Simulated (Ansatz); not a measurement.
**CH₅BO₂S: up Jacob's ladder to CCSD(T)**

The task here is to estimate one member of a computed series from the others.

Method: functionals in def2-TZVPP, the program's frozen cores in correlated methods; program: Ansatz 0.2.0, Gaussian basis.

Plan: LDA (SPW92), PBE-D4, revPBE-D4, BLYP-D4, r2SCAN-D4, B97M-V, PBE0-D4, B3LYP-D4, r2SCANh-D4, r2SCAN0-D4, HSE06-D4, BHLYP-D4, CAM-B3LYP-D4, LC-ωPBE, ωB97X-V, ωB97M-V, B2PLYP, PBE-QIDH; CCSD(T)/def2-SVP; CCSD(T)/def2-TZVPP; MP2/def2-QZVPP; extrapolation to the limit; RPA on PBE.

**The geometry**

All runs share one geometry, relaxed beforehand with PBE0-D4 in a triple-zeta def2 set.

SMILES `CSB(O)O`, 10 atoms, charge 0, spin multiplicity 1.

Atoms are counted from 1 here; the program's logs count them from 0.

Bond lengths: C1–S2 1.807 Å, C1–H6 1.091 Å, C1–H7 1.089 Å, C1–H8 1.091 Å, S2–B3 1.831 Å, B3–O4 1.359 Å, B3–O5 1.359 Å, O4–H9 0.958 Å, O5–H10 0.958 Å. Angles: S2–C1–H6 111.3°, S2–C1–H7 107.1°, S2–C1–H8 111.3°, H6–C1–H7 108.1°, H6–C1–H8 110.6°, H7–C1–H8 108.1°, C1–S2–B3 102.8°, S2–B3–O4 119.3°, S2–B3–O5 124.2°, O4–B3–O5 116.5°, B3–O4–H9 114.2°, B3–O5–H10 114.3°.

Geometry (Å):

| atom | x (Å) | y (Å) | z (Å) |
| --- | --- | --- | --- |
| C1 | -1.0186 | 0.2969 | 1.2103 |
| S2 | 0.3492 | -0.8194 | 0.8249 |
| B3 | 0.8276 | -0.3041 | -0.8657 |
| O4 | 1.8516 | -0.9428 | -1.4915 |
| O5 | 0.2209 | 0.6944 | -1.5595 |
| H6 | -1.8533 | 0.1544 | 0.5223 |
| H7 | -1.3605 | 0.0491 | 2.2143 |
| H8 | -0.6935 | 1.3383 | 1.2095 |
| H9 | 2.2551 | -1.6401 | -0.9722 |
| H10 | -0.4956 | 1.1220 | -1.0894 |

The first run:

in.yaml reads:

```yaml
crystal:
  periodic: [false, false, false]
  atoms:
    - {symbol: C, position_ang: [-1.018609, 0.296894, 1.210281]}
    - {symbol: S, position_ang: [0.349190, -0.819366, 0.824921]}
    - {symbol: B, position_ang: [0.827648, -0.304052, -0.865720]}
    - {symbol: O, position_ang: [1.851648, -0.942782, -1.491544]}
    - {symbol: O, position_ang: [0.220899, 0.694405, -1.559470]}
    - {symbol: H, position_ang: [-1.853280, 0.154388, 0.522321]}
    - {symbol: H, position_ang: [-1.360454, 0.049094, 2.214272]}
    - {symbol: H, position_ang: [-0.693485, 1.338317, 1.209471]}
    - {symbol: H, position_ang: [2.255072, -1.640083, -0.972243]}
    - {symbol: H, position_ang: [-0.495629, 1.121985, -1.089391]}
basis:
  gaussian: {orbitals: def2-TZVPP}
hamiltonian: {xc: lda}
output: {orbitals: {seedname: orbitals}}
```

Launch:

```sh
$ ansatz run in.yaml --threads 4 --pin off --events-out ev --progress --plain --max-ram 10444MiB
```

Among the steps run: LDA; PBE-D4 (GGA); revPBE-D4 (GGA); BLYP-D4 (GGA); r2SCAN-D4 (meta-GGA); B97M-V (meta-GGA); B3LYP-D4 (hybrid); r2SCANh-D4 (hybrid); r2SCAN0-D4 (hybrid); HSE06-D4 (hybrid); BHLYP-D4 (hybrid); CAM-B3LYP-D4 (range-separated); LC-ωPBE (range-separated); ωB97X-V (range-separated); ωB97M-V (range-separated); B2PLYP (double hybrid); PBE-QIDH (double hybrid).

One of the session's tables, all rows but one given; the rest of the session is left out.

It belongs to the step «Frontier levels by functional». 

| functional | HOMO (eV) | LUMO (eV) | gap (eV) |
| --- | --- | --- | --- |
| LDA (SPW92) | -6.05 | -0.79 | 5.26 |
| PBE-D4 | -5.92 | -0.60 | 5.33 |
| revPBE-D4 | -5.87 | -0.51 | 5.37 |
| BLYP-D4 | -5.78 | -0.55 | 5.22 |
| r2SCAN-D4 | -6.21 | -0.18 | 6.03 |
| B97M-V | -6.29 | -0.38 | 5.91 |
| PBE0-D4 | -7.19 | 0.30 | 7.48 |
| B3LYP-D4 | -6.95 | -0.01 | 6.94 |
| r2SCANh-D4 | -6.67 | 0.14 | 6.81 |
| r2SCAN0-D4 | -7.37 | 0.60 | 7.97 |
| HSE06-D4 | ? | ? | ? |
| BHLYP-D4 | -8.31 | 1.02 | 9.34 |
| CAM-B3LYP-D4 | -8.53 | 1.17 | 9.70 |
| LC-ωPBE | -9.92 | 2.48 | 12.40 |
| ωB97X-V | -9.56 | 2.27 | 11.83 |
| ωB97M-V | -9.38 | 1.89 | 11.27 |

**Question.** Estimate the row for HSE06-D4.

As computed: HOMO (eV): -6.78; LUMO (eV): -0.08; gap (eV): 6.71. In the column «HOMO (eV)» it lies between B3LYP-D4 (-6.95) and r2SCANh-D4 (-6.67).
